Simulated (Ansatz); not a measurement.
**C2H4F2OSi: up Jacob's ladder to CCSD(T)**

An exercise on one series of results from a longer session: the logs are not shown, and one member is left open.

Computed with Ansatz 0.2.0, Gaussian basis. Level: functionals in def2-TZVPP, the program's frozen cores in correlated methods.

The runs, in order: PBE-D4, r2SCAN-D4, PBE0-D4, B3LYP-D4, ωB97X-V, ωB97M-V, B2PLYP; CCSD(T)/def2-TZVPP; MP2/def2-QZVPP; extrapolation to the limit.

### The relaxed structure

All runs share one geometry, relaxed beforehand with PBE0-D4 in a triple-zeta def2 set.

SMILES `O/C(=C\F)[SiH2]F`, 10 atoms, charge 0, spin multiplicity 1.

Atoms are counted from 1 here; the program's logs count them from 0.

Bond lengths: O1–C2 1.361 Å, O1–H7 0.965 Å, C2–C3 1.329 Å, C2–Si5 1.862 Å, C3–F4 1.348 Å, C3–H8 1.080 Å, Si5–F6 1.600 Å, Si5–H9 1.481 Å, Si5–H10 1.481 Å. Angles: C2–O1–H7 109.1°, O1–C2–C3 123.4°, O1–C2–Si5 115.4°, C3–C2–Si5 121.1°, C2–C3–F4 120.1°, C2–C3–H8 125.7°, F4–C3–H8 114.2°, C2–Si5–F6 106.7°, C2–Si5–H9 111.0°, C2–Si5–H10 111.0°, F6–Si5–H9 108.6°, F6–Si5–H10 108.6°, H9–Si5–H10 110.6°.

As a file:

```xyz
10

O     1.1448   -0.0415   -1.3278
C     0.3843   -0.1358   -0.2031
C     0.7217   -0.8735    0.8495
F     1.8703   -1.5797    0.8398
Si   -1.1948    0.8510   -0.2211
F    -1.9160    0.5915    1.1837
H     1.9352   -0.5844   -1.2207
H     0.1469   -0.9742    1.7582
H    -0.9153    2.2995   -0.3494
H    -2.0939    0.3958   -1.3061
```

Set-up of the first run:

Input file in.yaml:

```yaml
crystal:
  periodic: [false, false, false]
  atoms:
    - {symbol: O, position_ang: [1.144777, -0.041523, -1.327800]}
    - {symbol: C, position_ang: [0.384344, -0.135763, -0.203095]}
    - {symbol: C, position_ang: [0.721729, -0.873543, 0.849539]}
    - {symbol: F, position_ang: [1.870284, -1.579709, 0.839777]}
    - {symbol: Si, position_ang: [-1.194792, 0.850996, -0.221126]}
    - {symbol: F, position_ang: [-1.916024, 0.591540, 1.183672]}
    - {symbol: H, position_ang: [1.935183, -0.584447, -1.220713]}
    - {symbol: H, position_ang: [0.146882, -0.974215, 1.758188]}
    - {symbol: H, position_ang: [-0.915336, 2.299531, -0.349359]}
    - {symbol: H, position_ang: [-2.093948, 0.395835, -1.306085]}
basis:
  gaussian: {orbitals: def2-TZVPP}
hamiltonian: {xc: pbe, dispersion: d4}
output: {forces: true, orbitals: {seedname: orbitals}}
```

Command:

```console
ansatz run in.yaml --threads 4 --pin off --events-out ev --progress --plain --max-ram 10444MiB
```

Among the steps run: PBE-D4 (GGA); r2SCAN-D4 (meta-GGA); PBE0-D4 (hybrid); B3LYP-D4 (hybrid); ωB97X-V (range-separated); ωB97M-V (range-separated); B2PLYP (double hybrid); CCSD(T) in def2-TZVPP; MP2 in def2-QZVPP.

One of the session's tables, all rows but one given; the rest of the session is left out.

| method | atomisation energy (kJ/mol) |
| --- | --- |
| PBE-D4 | 4051.7 |
| r2SCAN-D4 | 3957.0 |
| PBE0-D4 | 3936.8 |
| B3LYP-D4 | ? |
| ωB97X-V | 3950.9 |
| ωB97M-V | 3951.8 |
| B2PLYP | 3898.0 |
| HF/def2-TZVPP | 2789.1 |
| MP2/def2-TZVPP | 3948.2 |
| CCSD/def2-TZVPP | 3757.6 |
| CCSD(T)/def2-TZVPP | 3829.5 |
| MP2/CBS | 4065.8 |
| CCSD(T)/CBS | 3947.2 |

Q: Estimate the row for B3LYP-D4 from the others.

The run gave: atomisation energy (kJ/mol): 3929.1. In the column «atomisation energy (kJ/mol)» it lies between B2PLYP (3898.0) and PBE0-D4 (3936.8).

Limits of these values: Free atoms (1 O, 2 C, 2 F, 1 Si, 4 H) were run apart at each level; the atomisation energy is their sum less the molecule, without zero-point or spin-orbit terms.
